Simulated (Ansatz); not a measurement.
**GeHF+ (doublet): from Hartree-Fock to the top rungs, cc-pVTZ**

Aim: climb from Hartree-Fock through coupled cluster for GeHF+ (doublet) at one geometry and basis, and see what each rung misses.

Method: cc-pVTZ, core rule «outside noble gas», up to 15 orbitals frozen; program: Ansatz 0.2.0, Gaussian basis.

Plan: UHF; CCSD(T) on ROHF; CCSD(T) on UHF; BCCD(T) on ROHF; CCSDT(Q) on ROHF; CCSDT(Q) on UHF.

14 further runs of the same task are left out: 10 for a known fault of the program, 4 set aside as unsound or not needed.

## (1) What is computed

The geometry is a PBE0/def2-TZVP stationary point (not a proven minimum) of the parent state, kept for this charge and spin. No spin-orbit coupling is included. The filled d shell of Ge may be among the frozen orbitals whatever the setting's name suggests; the logs give the count.

3 atoms, charge 1, spin multiplicity 2.

Atoms are counted from 1 here; the program's logs count them from 0.

Bond lengths: Ge1–F2 1.745 Å, Ge1–H3 1.562 Å. Angles: F2–Ge1–H3 113.0°.

## (2) UHF

File in.yaml:

```yaml
crystal:
  periodic: [false, false, false]
  atoms:
    - {symbol: Ge, position_ang: [0.000000, -0.039495, 0.349357]}
    - {symbol: F, position_ang: [0.000000, 0.079196, -1.391730]}
    - {symbol: H, position_ang: [0.000000, 1.353574, 1.054945]}
basis:
  gaussian: {orbitals: cc-pVTZ}
total_charge: 1
magnetization: {spin_polarized: true, initial_magnetization: 1}
hamiltonian: {xc: hf}
output: {orbitals: {seedname: orbitals}}
```

Started as:

```console
> ansatz run in.yaml --threads 1 --pin off --events-out ev --progress --plain --max-ram 2816MiB --backend cpu
```

After this run come: CCSD(T) on ROHF; CCSD(T) on UHF; BCCD(T) on ROHF; CCSDT(Q) on ROHF; CCSDT(Q) on UHF.

Before running them: what should the planned runs give, taken together? Wanted: UCCSDT(Q) below the RHF energy; RMP2 from UCCSDT(Q); UMP2 from UCCSDT(Q); RCCSD from UCCSDT(Q); RCCSD(T) from UCCSDT(Q); UCCSD(T) from UCCSDT(Q); RCCSDT(Q) from UCCSDT(Q); T1 diagnostic.

**Answer**, as computed:

| quantity | value |
| --- | --- |
| UCCSDT(Q) below the RHF energy | -9.6278 eV |
| RMP2 from UCCSDT(Q) | +593.9 meV |
| UMP2 from UCCSDT(Q) | +571.9 meV |
| RCCSD from UCCSDT(Q) | +358.0 meV |
| RCCSD(T) from UCCSDT(Q) | +38.5 meV |
| UCCSD(T) from UCCSDT(Q) | +31.7 meV |
| RCCSDT(Q) from UCCSDT(Q) | +15.3 meV |
| levels within 1 kcal/mol (43 meV) | RCCSD(T), UCCSD(T), BCCD(T), RCCSDT, UCCSDT, RCCSDT(Q) |
| T1 diagnostic | 0.030 |

**Reading.** RCCSD(T) lands +38.5 meV from the yardstick (0.4 % of the correlation energy). These misses are within one basis, not against nature; the frozen cores of restricted and unrestricted runs differ, which can shift their rows.
